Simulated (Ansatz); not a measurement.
# BClH3NO (built from SMILES NB(O)Cl): search for a transition state

Wanted: the transition state of a 1,2-elimination (form O2–H4 and break B1–O2, N3–H4). The guess is relaxed with those distances held, a saddle search follows, and vibrations and two downhill relaxations check it.

Method: PBE0-D4, def2-SVP first, then def2-TZVP; program: Ansatz 0.2.0, Gaussian basis.

115 further runs of the same task are left out: 1 that didn't finish, 114 set aside as unsound or not needed.

## (1) Starting geometry

The guess: 7 atoms, charge 0, spin multiplicity 1.

Atoms are counted from 1 here; the program's logs count them from 0.

Bond lengths: B1–O2 1.574 Å, B1–N3 1.332 Å, B1–Cl5 1.723 Å, O2–H4 1.140 Å, O2–H6 0.964 Å, N3–H7 1.004 Å. Angles: O2–B1–N3 97.4°, O2–B1–Cl5 117.6°, N3–B1–Cl5 145.0°, B1–O2–H4 74.5°, B1–O2–H6 117.1°, H4–O2–H6 117.2°, B1–N3–H7 132.7°.

Geometry (Å):

```mol
BClH3NO
  3D, bonds by distance, orders not assigned

  7  6  0  0  0  0  0  0  0  0999 V2000
   -0.2861    0.2876   -0.3750 B   0  0
    0.5619    0.5581    0.9228 O   0  0
   -0.4836   -1.0154   -0.1832 N   0  0
    0.3248   -0.5568    0.9406 H   0  0
   -0.5691    1.6169   -1.4336 Cl  0  0
    1.4843    0.8100    0.7999 H   0  0
   -1.0322   -1.7005   -0.6716 H   0  0
  1  2  8  0
  1  3  8  0
  1  5  8  0
  2  4  8  0
  2  6  8  0
  3  7  8  0
M  END
```

Distances that are to change: O2–H4 1.14 Å, B1–O2 1.57 Å, N3–H4 1.46 Å.

## (2) Relaxing the guess with the reacting distances held

The input, hold/in.yaml:

```yaml
crystal:
  periodic: [false, false, false]
  atoms:
    - {symbol: B, position_ang: [-0.286100, 0.287600, -0.375000]}
    - {symbol: O, position_ang: [0.561900, 0.558100, 0.922800]}
    - {symbol: N, position_ang: [-0.483600, -1.015400, -0.183200]}
    - {symbol: H, position_ang: [0.324800, -0.556800, 0.940600]}
    - {symbol: Cl, position_ang: [-0.569100, 1.616900, -1.433600]}
    - {symbol: H, position_ang: [1.484300, 0.810000, 0.799900]}
    - {symbol: H, position_ang: [-1.032200, -1.700500, -0.671600]}
basis:
  gaussian: {orbitals: def2-SVP}
hamiltonian: {xc: pbe0, dispersion: d4}
relax: {f_tol: 0.04, max_steps: 150, escape_saddle: false, constraints: [{distance: [1, 3]}, {distance: [0, 1]}, {distance: [2, 3]}]}
```

On the command line:

```bash
ansatz run in.yaml --threads 2 --pin off --events-out ev --progress --plain --max-ram 4352MiB
```

Standard output, cut to the lines that bear on the results:

```text
Functional definition: PBE0
  name "PBE0"
  cite "Adamo & Barone, J. Chem. Phys. 110, 6158 (1999) doi:10.1063/1.478522"
  cite "Perdew, Burke & Ernzerhof, Phys. Rev. Lett. 77, 3865 (1996) doi:10.1103/PhysRevLett.77.3865"
  parent pbe
[...]
804 factors; integrals over basis functions are off by at most 3.0e-4 eV
[...]
mean field -16769.85642816 eV, -616.2808567180 hartree, gradient 3.4e-5 eV, S^2 0.000000; 0 other end points of the search recorded, 0 dependent functions left out
[...]
reference -16769.85644894 eV, -616.2808574816 hartree; 20, 20 occupied and 55, 55 virtual orbitals, 804 factors
relax step   1: F+E_penalty+E_count = -16769.95650476 eV  Δ(F+E_penalty+E_count) = +0.000e0 eV  max|allowed force component| = 5.760e-1 eV/Å  Δτ_max = 0.0000 Å  (26 SCF iters, accepted)
[...]
relax step   6: F+E_penalty+E_count = -16769.98283618 eV  Δ(F+E_penalty+E_count) = -6.953e-4 eV  max|allowed force component| = 7.338e-2 eV/Å  Δτ_max = 0.0130 Å  (32 SCF iters, accepted)
[...]
relax step   7: F+E_penalty+E_count = -16769.98309127 eV  Δ(F+E_penalty+E_count) = -2.551e-4 eV  max|allowed force component| = 8.446e-3 eV/Å  Δτ_max = 0.0088 Å  (25 SCF iters, accepted)
  distance O 1 - H 3 held at 1.139972 Å   reaction = -1.6243e-1 eV/Å
  distance B 0 - O 1 held at 1.573709 Å   reaction = +4.2631e-1 eV/Å
  distance N 2 - H 3 held at 1.458338 Å   reaction = +3.5623e-1 eV/Å
804 factors; integrals over basis functions are off by at most 3.1e-4 eV
[...]
mean field -16769.88355881 eV, -616.2818537510 hartree, gradient 1.1e-5 eV, S^2 0.000000; 1 other end points of the search recorded, 0 dependent functions left out
[...]
reference -16769.88357942 eV, -616.2818545085 hartree; 20, 20 occupied and 55, 55 virtual orbitals, 804 factors
Total energy: -16769.98311188 eV, -616.2855122589 hartree
Atom 0 at    -0.276502     0.280672    -0.355014 Å, force     0.223403     0.077489     0.351449 eV/Å
Atom 1 at     0.554370     0.573551     0.948993 Å, force    -0.200684     0.079577    -0.350529 eV/Å
Atom 2 at    -0.482356    -1.028080    -0.169038 Å, force     0.197168     0.118931     0.271388 eV/Å
Atom 3 at     0.329937    -0.544082     0.941222 Å, force    -0.230447    -0.279320    -0.271911 eV/Å
Atom 4 at    -0.575822     1.619776    -1.446775 Å, force    -0.000720    -0.000640    -0.000176 eV/Å
Atom 5 at     1.481698     0.789195     0.776181 Å, force     0.008446     0.000613    -0.001025 eV/Å
Atom 6 at    -1.031324    -1.691133    -0.695669 Å, force     0.002833     0.003349     0.000804 eV/Å
Dipole moment:     0.418210    -0.040653     0.150834 e Å
```

It took 13 s on 2 threads of Arm Neoverse V1, shared host.

Relaxation path:

| step | energy from step 1 (eV) | largest force component (eV/Å) |
| --- | --- | --- |
| 1 | 0.0000 | 0.5760 |
| 2 | -0.0147 | 0.3046 |
| 3 | -0.0233 | 0.1463 |
| 4 | -0.0245 | 0.0559 |
| 5 | -0.0256 | 0.0592 |
| 6 | -0.0263 | 0.0734 |
| 7 | -0.0266 | 0.0084 |

Close pairs (by a distance rule), those that changed most:

| bond | before (Å) | after (Å) | change (Å) |
| --- | --- | --- | --- |
| B1–Cl5 | 1.723 | 1.753 | +0.031 |
| B1–N3 | 1.332 | 1.338 | +0.006 |
| N3–H7 | 1.004 | 1.009 | +0.005 |
| O2–H6 | 0.964 | 0.968 | +0.004 |
| O2–H4 | 1.140 | 1.140 | +0.000 |
| B1–O2 | 1.574 | 1.574 | +0.000 |

## (3) Force constants to start from

The input, hessian/in.yaml:

```yaml
crystal:
  periodic: [false, false, false]
  atoms:
    - {symbol: B, position_ang: [-0.276502, 0.280672, -0.355014]}
    - {symbol: O, position_ang: [0.554370, 0.573551, 0.948993]}
    - {symbol: N, position_ang: [-0.482356, -1.028080, -0.169038]}
    - {symbol: H, position_ang: [0.329937, -0.544082, 0.941222]}
    - {symbol: Cl, position_ang: [-0.575822, 1.619776, -1.446775]}
    - {symbol: H, position_ang: [1.481698, 0.789195, 0.776181]}
    - {symbol: H, position_ang: [-1.031324, -1.691133, -0.695669]}
basis:
  gaussian: {orbitals: def2-SVP}
hamiltonian: {xc: pbe0, dispersion: d4}
phonons: {}
scf: {lower_state_search: off}
```

On the command line:

```bash
ansatz run in.yaml --threads 2 --pin off --events-out ev --progress --plain --max-ram 4352MiB
```

Standard output, cut to the lines that bear on the results:

```text
[... 5 set-up lines as earlier in the session ...]
[...]
802 factors; integrals over basis functions are off by at most 3.9e-4 eV
[...]
mean field -16769.88355883 eV, -616.2818537518 hartree, gradient 6.0e-6 eV, S^2 0.000000; 0 other end points of the search recorded, 0 dependent functions left out
[...]
reference -16769.88357945 eV, -616.2818545093 hartree; 20, 20 occupied and 55, 55 virtual orbitals, 802 factors
[... from here to the last solve, the lines of the solves are left out (41 solves) ...]
802 factors; integrals over basis functions are off by at most 3.9e-4 eV
mean field -16769.88351675 eV, -616.2818522051 hartree, gradient 1.7e-6 eV, S^2 0.000000; 0 other end points of the search recorded, 0 dependent functions left out
[...]
WARN: phonons: modes at or below zero, which the zero-point energy, F, S and C_V leave out: 1, the lowest at -1268.15 cm⁻¹. A minimum has none, and a first-order saddle one
[...]
Total energy: -16769.98311191 eV, -616.2855122599 hartree
Atom 0 at    -0.276502     0.280672    -0.355014 Å, force     0.223415     0.077486     0.351454 eV/Å
Atom 1 at     0.554370     0.573551     0.948993 Å, force    -0.200701     0.079577    -0.350516 eV/Å
Atom 2 at    -0.482356    -1.028080    -0.169038 Å, force     0.197159     0.118931     0.271381 eV/Å
Atom 3 at     0.329937    -0.544082     0.941222 Å, force    -0.230442    -0.279317    -0.271913 eV/Å
Atom 4 at    -0.575822     1.619776    -1.446775 Å, force    -0.000723    -0.000642    -0.000179 eV/Å
Atom 5 at     1.481698     0.789195     0.776181 Å, force     0.008460     0.000616    -0.001030 eV/Å
Atom 6 at    -1.031324    -1.691133    -0.695669 Å, force     0.002833     0.003349     0.000804 eV/Å
Dipole moment:     0.418209    -0.040653     0.150834 e Å
Vibrations: -1268.15 296.53 396.08 482.18 521.99 641.82 738.60 853.20 937.93 989.86 1312.69 1620.12 2110.93 3724.57 3835.80 cm⁻¹, zero-point energy 1.144517 eV
Checks for a lower state left out: stability, starts, cluster_reference, orbital_swaps, neighbouring_geometries, increment
```

Run time: 35 s. Hardware: 2 threads of Arm Neoverse V1, shared host.

The structure is not stationary yet, so these wavenumbers are no spectrum; the search needs only the force constants.

## (4) Saddle search in the small basis

The search itself is an outer loop (partitioned rational-function steps, Bofill update of the Hessian). Each step is one single-point run with forces. It stops when the largest force is under 0.04 eV/Å and the followed curvature is negative. The first step's input:

The input, presaddle/in.yaml:

```yaml
crystal:
  periodic: [false, false, false]
  atoms:
    - {symbol: B, position_ang: [-0.276502, 0.280672, -0.355014]}
    - {symbol: O, position_ang: [0.554370, 0.573551, 0.948993]}
    - {symbol: N, position_ang: [-0.482356, -1.028080, -0.169038]}
    - {symbol: H, position_ang: [0.329937, -0.544082, 0.941222]}
    - {symbol: Cl, position_ang: [-0.575822, 1.619776, -1.446775]}
    - {symbol: H, position_ang: [1.481698, 0.789195, 0.776181]}
    - {symbol: H, position_ang: [-1.031324, -1.691133, -0.695669]}
basis:
  gaussian: {orbitals: def2-SVP}
hamiltonian: {xc: pbe0, dispersion: d4}
output: {forces: true}
scf: {lower_state_search: off}
```

On the command line:

```bash
ansatz run in.yaml --threads 2 --pin off --events-out ev --progress --plain --max-ram 4352MiB
```

The driver's record:

| step | energy (eV) | largest force (eV/Å) | followed curvature (eV/Å²) |
| --- | --- | --- | --- |
| 1 | -16769.98310 | 0.3515 | -8.80 |
| 2 | -16769.96517 | 0.1528 | -6.65 |
| 3 | -16769.96365 | 0.0422 | -4.44 |
| 4 | -16769.96348 | 0.0108 | -3.50 |

The 4 steps took 3.8 s in all (2 threads of Arm Neoverse V1, shared host).

## (5) Saddle search in triple zeta

A small driver takes partitioned rational-function steps: uphill along one mode, downhill along the rest. It calls the program once a step for energy and forces and updates the Hessian by Bofill's formula. It stops when the largest force is under 0.01 eV/Å and the followed curvature is negative. The first step's input:

The input, saddle/in.yaml:

```yaml
crystal:
  periodic: [false, false, false]
  atoms:
    - {symbol: B, position_ang: [-0.287396, 0.253438, -0.353635]}
    - {symbol: O, position_ang: [0.545873, 0.572320, 0.941225]}
    - {symbol: N, position_ang: [-0.493031, -1.049930, -0.171201]}
    - {symbol: H, position_ang: [0.375007, -0.488786, 1.000650]}
    - {symbol: Cl, position_ang: [-0.571330, 1.609812, -1.435026]}
    - {symbol: H, position_ang: [1.475482, 0.776229, 0.761961]}
    - {symbol: H, position_ang: [-1.044605, -1.673182, -0.744075]}
basis:
  gaussian: {orbitals: def2-TZVP}
hamiltonian: {xc: pbe0, dispersion: d4}
output: {forces: true}
scf: {lower_state_search: off}
```

On the command line:

```bash
ansatz run in.yaml --threads 2 --pin off --events-out ev --progress --plain --max-ram 4352MiB
```

The driver's record:

| step | energy (eV) | largest force (eV/Å) | followed curvature (eV/Å²) |
| --- | --- | --- | --- |
| 1 | -16779.17957 | 0.2258 | -3.50 |
| 2 | -16779.18034 | 0.0611 | -3.95 |
| 3 | -16779.18053 | 0.0132 | -4.56 |
| 4 | -16779.18053 | 0.0012 | -4.87 |

The 4 steps took 7.9 s in all (2 threads of Arm Neoverse V1, shared host).

Geometry at the end of the search:

```xyz
7
charge 0, multiplicity 1
B    -0.2792    0.2581   -0.3546
O     0.5484    0.5627    0.9329
N    -0.4948   -1.0439   -0.1722
H     0.3729   -0.5158    0.9731
Cl   -0.5655    1.6047   -1.4351
H     1.4703    0.8053    0.7797
H    -1.0521   -1.6713   -0.7238
```

Followed mode, largest move set to 1: H4 (0.50, 0.61, 0.61); H7 (-0.15, -0.03, -0.35); B1 (-0.20, -0.25, -0.16); N3 (-0.18, -0.16, -0.20).

(Part 1 of 2 ends here.)
